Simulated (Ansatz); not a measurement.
Ti3C2:

```
Ti C
1.0
     3.06660    0.00000    0.00000
    -1.53330    2.65576    0.00000
     0.00000    0.00000   15.11715
Ti C
6 4
Direct
  0.00000 0.00000 0.50000
  0.00000 0.00000 0.00000
  0.33333 0.66667 0.65612
  0.66667 0.33333 0.15612
  0.66667 0.33333 0.34388
  0.33333 0.66667 0.84388
  0.33333 0.66667 0.08590
  0.66667 0.33333 0.58590
  0.33333 0.66667 0.41410
  0.66667 0.33333 0.91410
```

The cell comes from a database or a generator and needn't be the stable form of this composition.

| Quantity | Value |
| --- | --- |
| Program | Ansatz 0.2.0 |
| Task | relaxation of cell and atoms |
| Functional | PBEsol |
| Potentials or basis | Ansatz PAW |
| Cutoff | 420 eV (not typed: the program's choice for these potentials) |
| k mesh | 10 × 10 × 2 |
| Occupations | fermi-dirac, width 0.05 eV |
| Spin | no spin polarisation |

At the start: volume 12.31 Å³/atom.

**Question.** Where does the relaxation end?

**Answer.** It ends after 6 steps and the volume is 12.03 Å³/atom (-2.3 %); space group P6_3/mmc (No. 194, to 0.05 Å).

Step by step:
```tsv
step	energy change (eV)	largest force (eV/Å)	volume (Å³)
1	0.0000	0.3263	123.12
2	-0.0482	0.0422	120.42
3	-0.0485	0.0079	120.34
4	-0.0487	0.0215	120.32
5	-0.0488	0.0004	120.31
6	-0.0460	0.0005	120.31
```

Final structure:
```
Ti C
1.0
     3.04283    0.00000    0.00000
    -1.52141    2.63516    0.00000
     0.00000    0.00000   15.00490
Ti C
6 4
Direct
  0.00000 0.00000 0.50000
  0.00000 0.00000 0.00000
  0.33333 0.66667 0.65587
  0.66667 0.33333 0.15587
  0.66667 0.33333 0.34413
  0.33333 0.66667 0.84413
  0.33333 0.66667 0.08556
  0.66667 0.33333 0.58556
  0.33333 0.66667 0.41444
  0.66667 0.33333 0.91444
```

Caveat: the plane-wave basis is chosen anew once the cell has moved, so the energies of steps on either side of that aren't comparable; the PAW data sets come from PBE, with cores solved anew for the run's functional, which leaves a small shift of forces and pressure.
